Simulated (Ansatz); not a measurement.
Runs of Ansatz 0.2.0 on SiF. The structure is cubic, space group Pm-3m (No. 221). The conventional cell has a = 3.029 Å, b = 3.029 Å, c = 3.029 Å, α = 90.00°, β = 90.00°, γ = 90.00°. Si (site symmetry m-3m) has 8 F at 2.62 Å as nearest neighbours. F (site symmetry m-3m) is surrounded by 8 Si at 2.62 Å. The cell was built by a generator and needn't be a form met in nature.

```csv
task,level,potentials or basis,k mesh,cutoff (eV),smearing,phonons,basis error allowed,mesh quality,gap on the mesh (eV),pressure (GPa)
phonons,PBE,"all-electron LAPW, scalar-relativistic",9 × 9 × 9,189,fermi-dirac 0.05 eV,-,0.002 eV/atom,not flagged,none,-
elastic constants,PBE,"all-electron LAPW, scalar-relativistic",7 × 7 × 7,189,fermi-dirac 0.05 eV,-,0.002 eV/atom,coarse,none,-0.2
phonons,PBEsol,all-electron PAW datasets made for the crystal,9 × 9 × 9,220,fermi-dirac 0.05 eV,method dfpt,-,not flagged,none,-
single point,PBE,"all-electron LAPW, scalar-relativistic",5 × 5 × 5,177,fermi-dirac 0.04 eV,-,0.002 eV/atom,coarse,none,(a)
```

Alike in all rows: no spin polarisation; cell as given.

Q: Fill in the values left out.

A: (a) -0.3.

Caveats: some runs use coarse meshes; an odd number of electrons without spin polarisation forces a metal; a magnetic or distorted state may lie lower; a metal's response needs a denser mesh (some runs); some modes are imaginary (some runs); the k mesh is thin for a metal, which can move the energy by tens of meV per atom (some runs); the elastic tensor has a negative eigenvalue, so either the cell is unstable as it stands or the mesh is too thin (some runs); the program warned that the printed levels may be off, so bands, gaps and densities of states are rough (some runs).

A gap of «none» marks a metal or a gap under the smearing width.

The runs don't all hold the same shells in valence.
